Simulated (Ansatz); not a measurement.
# C₂H₅NTe: small, medium and large basis sets

One table from this session's results is given with a row withheld; the runs are named, their logs left out.

Program: Ansatz 0.2.0, Gaussian basis. Level of theory: one geometry, several basis sets. These are calculated values, not measurements.

Plan: PBE0-D4/def2-SVP; ωB97M-V/def2-SVP; PBE0-D4/def2-QZVPP; ωB97M-V/def2-QZVPP; the functionals' def2-TZVPP values are taken from earlier runs.

## The relaxed structure

The geometry comes from an earlier relaxation with PBE0-D4 in a triple-zeta def2 set; it is a stationary point, not always the lowest conformer. Te takes the def2 core potential; no spin-orbit term is included.

SMILES `N=CC[TeH]`, 9 atoms, charge 0, spin multiplicity 1.

Atoms are counted from 1 here; the program's logs count them from 0.

Bond lengths: N1–C2 1.265 Å, N1–H5 1.019 Å, C2–C3 1.481 Å, C2–H6 1.098 Å, C3–Te4 2.164 Å, C3–H7 1.088 Å, C3–H8 1.089 Å, Te4–H9 1.658 Å. Angles: C2–N1–H5 111.0°, N1–C2–C3 120.8°, N1–C2–H6 123.6°, C3–C2–H6 115.6°, C2–C3–Te4 110.2°, C2–C3–H7 110.9°, C2–C3–H8 112.8°, Te4–C3–H7 106.8°, Te4–C3–H8 105.5°, H7–C3–H8 110.3°, C3–Te4–H9 93.8°.

As a file:

```
N    -1.3780    0.2659    1.3215
C    -0.8157   -0.0344    0.2288
C     0.4806    0.5738   -0.1503
Te    2.0572   -0.9055   -0.0576
H    -2.2494   -0.2487    1.4371
H    -1.2262   -0.7598   -0.4856
H     0.7538    1.3690    0.5410
H     0.4891    0.9443   -1.1747
H     1.9772   -1.2509   -1.6773
```

The first run:

The input, in.yaml:

```yaml
crystal:
  periodic: [false, false, false]
  atoms:
    - {symbol: N, position_ang: [-1.377955, 0.265865, 1.321524]}
    - {symbol: C, position_ang: [-0.815705, -0.034439, 0.228822]}
    - {symbol: C, position_ang: [0.480601, 0.573850, -0.150318]}
    - {symbol: Te, position_ang: [2.057159, -0.905465, -0.057613]}
    - {symbol: H, position_ang: [-2.249427, -0.248742, 1.437110]}
    - {symbol: H, position_ang: [-1.226215, -0.759848, -0.485639]}
    - {symbol: H, position_ang: [0.753763, 1.368999, 0.540990]}
    - {symbol: H, position_ang: [0.489084, 0.944312, -1.174693]}
    - {symbol: H, position_ang: [1.977194, -1.250932, -1.677282]}
basis:
  gaussian: {orbitals: def2-SVP}
hamiltonian: {xc: pbe0, dispersion: d4}
output: {orbitals: {seedname: orbitals}}
```

Command:

```
$ ansatz run in.yaml --threads 4 --pin off --events-out ev --progress --plain --max-ram 10444MiB
```

Steps of the session up to this table: PBE0-D4 in def2-SVP; ωB97M-V in def2-SVP; PBE0-D4 in def2-QZVPP; ωB97M-V in def2-QZVPP.

One of the session's tables, all rows but one given; the rest of the session is left out.

It belongs to the step «Functionals by basis». 

| functional | basis | HOMO (eV) |
| --- | --- | --- |
| PBE0-D4 | def2-SVP | -6.23 |
| PBE0-D4 | def2-TZVPP | -6.37 |
| PBE0-D4 | def2-QZVPP | -6.39 |
| ωB97M-V | def2-SVP | -8.31 |
| ωB97M-V | def2-TZVPP | -8.48 |
| ωB97M-V | def2-QZVPP | ? |

Q: Estimate the row for ωB97M-V, def2-QZVPP from the others.

**Answer.** HOMO (eV): -8.51. In the column «HOMO (eV)» it is the lowest.
